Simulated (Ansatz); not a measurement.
I need a ladder of methods at one geometry of C4H6Br (charge +1), SMILES C[CH+]/C=C/Br. Use Ansatz 0.2.0, Python API. Settings (for the species named): r2SCAN, def2-SVP basis, multiplicity 1. The script varies functional: r2scan, cam_b3lyp, revpbe, lc_wpbe, hse06.

```tsv
atom	x (Å)	y (Å)	z (Å)
C	-1.6204	0.5138	-0.5800
C	-0.5904	-0.1431	0.2714
C	0.8106	0.0199	-0.0192
C	1.7710	-0.6019	0.6728
Br	3.5843	-0.4166	0.3253
H	-2.4892	0.7814	0.0292
H	-1.2441	1.4294	-1.0465
H	-1.9527	-0.1704	-1.3664
H	-0.9102	-0.8228	1.0545
H	1.0770	0.6805	-0.8417
H	1.5641	-1.2704	1.5006
```

The script, `methods_c4h6br.py`:
```python
# -*- coding: utf-8 -*-
"""C4H6Br(+) at several levels of theory."""

from pathlib import Path
import warnings

import ansatz
from ase import Atoms
import numpy as np

params = {
    "basis_set": "def2-SVP",
    "charge": 1,
}

warnings.simplefilter("ignore", ansatz.DeckWarning)

atoms = Atoms(["C", "C", "C", "C", "Br", "H", "H", "H", "H", "H", "H"], positions=[
    (-1.6204, 0.5138, -0.58),
    (-0.5904, -0.1431, 0.2714),
    (0.8106, 0.0199, -0.0192),
    (1.771, -0.6019, 0.6728),
    (3.5843, -0.4166, 0.3253),
    (-2.4892, 0.7814, 0.0292),
    (-1.2441, 1.4294, -1.0465),
    (-1.9527, -0.1704, -1.3664),
    (-0.9102, -0.8228, 1.0545),
    (1.077, 0.6805, -0.8417),
    (1.5641, -1.2704, 1.5006),
])
geometry = ansatz.Crystal.molecule_from_ase(atoms)

model = (
    geometry.calculation()
    .basis(gaussian=params["basis_set"])
    .charge(params["charge"])
)

print("functional    E (Ha)        dipole (D)   HOMO (eV)  LUMO (eV)")
for name in ["r2scan", "cam_b3lyp", "revpbe", "lc_wpbe", "hse06"]:
    summary = model.functional(name).forces().orbitals().run(runs_dir="runs").report
    lines = Path(summary["orbitals_path"]).read_text().splitlines()
    field_of = lambda key: [line.split("=")[1].strip() for line in lines if line.startswith(key)]
    orbitals = [(27.211386 * float(e), s, float(n)) for e, s, n in zip(field_of("Ene="), field_of("Spin="), field_of("Occup="))]
    homo = max(e for e, _, n in orbitals if n > 0.5)
    lumo = min(e for e, _, n in orbitals if n < 0.5)
    dipole = 4.803205 * np.linalg.norm(summary["charge_distribution"]["dipole_moment_e_ang"])
    print(f"{name:10s} {summary['free_energy_ev'] / 27.211386246:14.6f} {dipole:9.3f} {homo:11.3f} {lumo:10.3f}")
```

```console
$ python methods_c4h6br.py
functional    E (Ha)        dipole (D)   HOMO (eV)  LUMO (eV)
r2scan       -2729.331518     6.538     -12.582     -9.841
cam_b3lyp    -2729.459664     6.767     -14.542     -8.064
revpbe       -2729.184061     6.197     -12.212     -9.809
lc_wpbe      -2728.961343     7.076     -15.838     -7.189
hse06        -2728.943896     6.603     -13.073     -9.524
```

Notes:
- Total energies depend on the basis set; only differences at equal settings carry meaning.
- The geometry is a force-field or estimated start, not a minimum of this method, and the basis set is short of its limit. A lower total doesn't mark the better method: functionals have no common bound, and MP2 and coupled cluster aren't variational.
- An ion's dipole depends on the origin; the program takes it about the centre of nuclear charge.
- Levels such as HOMO and LUMO are orbital energies: with these approximate functionals they aren't the ionisation energy and electron affinity, and their gap isn't the fundamental gap.
- hse06 follows the composition of plane-wave codes, whose totals differ by tens of mHa, up to about 0.1 Ha, from the form usual in Gaussian-basis programs (wpbeh).
- The whole script took 10 s on 1 thread of AMD EPYC 9R45 96-Core Processor (Zen 5), on a shared host, peak memory 0.39 GiB.

(A comment or docstring line of the script was reworded after the run, the code is as it ran; lines on the test bed's own set-up are left out of the output.)
